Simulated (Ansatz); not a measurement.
# SiGePH (triplet): the correlation ladder at a displaced geometry (v2), cc-pVDZ

One table from this session's results is given with a row withheld; the runs are named, their logs left out.

Method: cc-pVDZ, core rule «outside noble gas», up to 24 orbitals frozen; program: Ansatz 0.2.0, Gaussian basis.

To be run: UHF; CCSD(T) on ROHF; CCSD(T) on UHF; BCCD(T) on ROHF; CISD; CCSDT(Q) on ROHF; CCSDT(Q) on UHF.

39 further runs of the same task are left out: 27 that didn't finish, 12 set aside as unsound or not needed.

### The system

The geometry is a PBE0/def2-TZVP stationary point (not a proven minimum) with its atoms shifted at random (size 0.100 Å). No spin-orbit coupling is included. The filled d shell of Ge may be among the frozen orbitals whatever the setting's name suggests; the logs give the count.

4 atoms, charge 0, spin multiplicity 3.

Atoms are counted from 1 here; the program's logs count them from 0.

Bond lengths: Ge1–Si2 2.289 Å, Si2–P3 2.090 Å, P3–H4 1.384 Å. Angles: Ge1–Si2–P3 172.0°, Si2–P3–H4 81.6°.

The first run:

in.yaml reads:

```yaml
crystal:
  periodic: [false, false, false]
  atoms:
    - {symbol: Ge, position_ang: [0.064568, -0.294654, 2.726900]}
    - {symbol: Si, position_ang: [-0.100301, -0.260929, 0.444043]}
    - {symbol: P, position_ang: [-0.023687, -0.410780, -1.639191]}
    - {symbol: H, position_ang: [0.059420, 0.966363, -1.531752]}
basis:
  gaussian: {orbitals: cc-pVDZ}
magnetization: {spin_polarized: true, initial_magnetization: 2}
hamiltonian: {xc: hf}
output: {orbitals: {seedname: orbitals}}
```

Launch:

```
$ ansatz run in.yaml --threads 1 --pin off --events-out ev --progress --plain --max-ram 2393MiB
```

Among the steps run: UHF; CCSD(T) on ROHF; CCSD(T) on UHF; BCCD(T) on ROHF; CISD; CCSDT(Q) on ROHF; CCSDT(Q) on UHF.

One table of the session follows, with a row left open; its other results are not shown here.

```
   method  from RCCSDT(Q) (meV)
     ROHF               +8677.0
      UHF               +8477.5
     RMP2               +1564.1
     UMP2               +1732.7
     CISD               +1557.1
    RCCSD                     ?
    UCCSD                +518.9
 RCCSD(T)                 +94.8
 UCCSD(T)                +101.7
  BCCD(T)                 +93.9
   RCCSDT                 +39.9
   UCCSDT                 +35.5
RCCSDT(Q)                     0
UCCSDT(Q)                  -7.8
```

Q: Estimate the row for RCCSD from the others.

As computed: from RCCSDT(Q) (meV): +533.6. In the column «from RCCSDT(Q) (meV)» it lies between UCCSD (+518.9) and CISD (+1557.1).

Caveats from the session: Restricted and unrestricted rows rest on different reference determinants; where their highest levels disagree by more than a few hundredths of an eV, they describe different states and don't form one ladder.
